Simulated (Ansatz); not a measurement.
# ZrSiH₃+ (septet): wave-function methods side by side, def2-SVP

One table from this session's results is given with a row withheld; the runs are named, their logs left out.

Method: def2-SVP, core rule «outside noble gas», up to 9 orbitals frozen; program: Ansatz 0.2.0, Gaussian basis.

To be run: UHF; CCSD(T) on ROHF; CCSD(T) on UHF; CISD as a restricted active space (open shells left free, so some higher excitations enter); CCSDT(Q) on ROHF; CCSDT(Q) on UHF; CASSCF and NEVPT2, 10 electrons in 11 orbitals.

27 further runs of the same task are left out: 9 that didn't finish, 18 set aside as unsound or not needed. Runs told in other sessions of the task aren't counted.

**What is computed**

The geometry is a PBE0/def2-TZVP stationary point (not a proven minimum) of the parent state, kept for this charge and spin. No spin-orbit coupling is included. Elements past krypton take def2 core potentials.

5 atoms, charge 1, spin multiplicity 7.

Atoms are counted from 1 here; the program's logs count them from 0.

Bond lengths: Zr1–Si2 2.786 Å, Si2–H3 1.492 Å, Si2–H4 1.492 Å, Si2–H5 1.492 Å. Angles: Zr1–Si2–H3 106.6°, Zr1–Si2–H4 109.0°, Zr1–Si2–H5 109.0°, H3–Si2–H4 110.8°, H3–Si2–H5 110.8°, H4–Si2–H5 110.7°.

Set-up of the first run:

The input, in.yaml:

```yaml
crystal:
  periodic: [false, false, false]
  atoms:
    - {symbol: Zr, position_ang: [0.000000, 0.000275, 0.719937]}
    - {symbol: Si, position_ang: [0.000000, 0.000386, -2.065923]}
    - {symbol: H, position_ang: [0.000029, -1.430191, -2.491203]}
    - {symbol: H, position_ang: [1.227362, 0.697273, -2.550771]}
    - {symbol: H, position_ang: [-1.227389, 0.697224, -2.550771]}
basis:
  gaussian: {orbitals: def2-SVP}
total_charge: 1
magnetization: {spin_polarized: true, initial_magnetization: 6}
hamiltonian: {xc: hf}
output: {orbitals: {seedname: orbitals}}
```

Launch:

```bash
$ ansatz run in.yaml --threads 1 --pin off --events-out ev --progress --plain --max-ram 2393MiB
```

Steps of the session up to this table: UHF; CCSD(T) on ROHF; CCSD(T) on UHF; CISD as a restricted active space (open shells left free, so some higher excitations enter); CCSDT(Q) on ROHF; CCSDT(Q) on UHF; CASSCF and NEVPT2, 10 electrons in 11 orbitals.

One table of the session follows, with a row left open; its other results are not shown here.

It belongs to the step «Misses and costs». 

| method | from RCCSDT(Q) (kJ/mol) |
| --- | --- |
| UHF | +384.3 |
| RMP2 | +107.4 |
| UMP2 | +105.5 |
| RCCSD | +18.1 |
| UCCSD | +10.5 |
| RCCSD(T) | ? |
| UCCSD(T) | -1.5 |
| RCCSDT | +0.8 |
| UCCSDT | -6.1 |
| RCCSDT(Q) | 0 |
| UCCSDT(Q) | -6.9 |
| CASSCF frontier | +284.0 |
| NEVPT2 frontier | +103.3 |

Q: Estimate the row for RCCSD(T) from the others.

**Answer.** from RCCSDT(Q) (kJ/mol): +5.2. In the column «from RCCSDT(Q) (kJ/mol)» it lies between RCCSDT (+0.8) and UCCSD (+10.5).

Not comparable, so not listed: CISD as a restricted active space (open shells left free, so some higher excitations enter) (they don't share determinant, frozen orbitals or solution with the rows shown, or repeat one).

To keep in mind: Left out of the table: ROHF (another determinant or state than the rows shown). Warnings: coupled cluster took another determinant than the lowest. Restricted and unrestricted rows rest on different reference determinants; a gap between their highest levels can come from leftover correlation error, from unlike frozen cores or from another state.
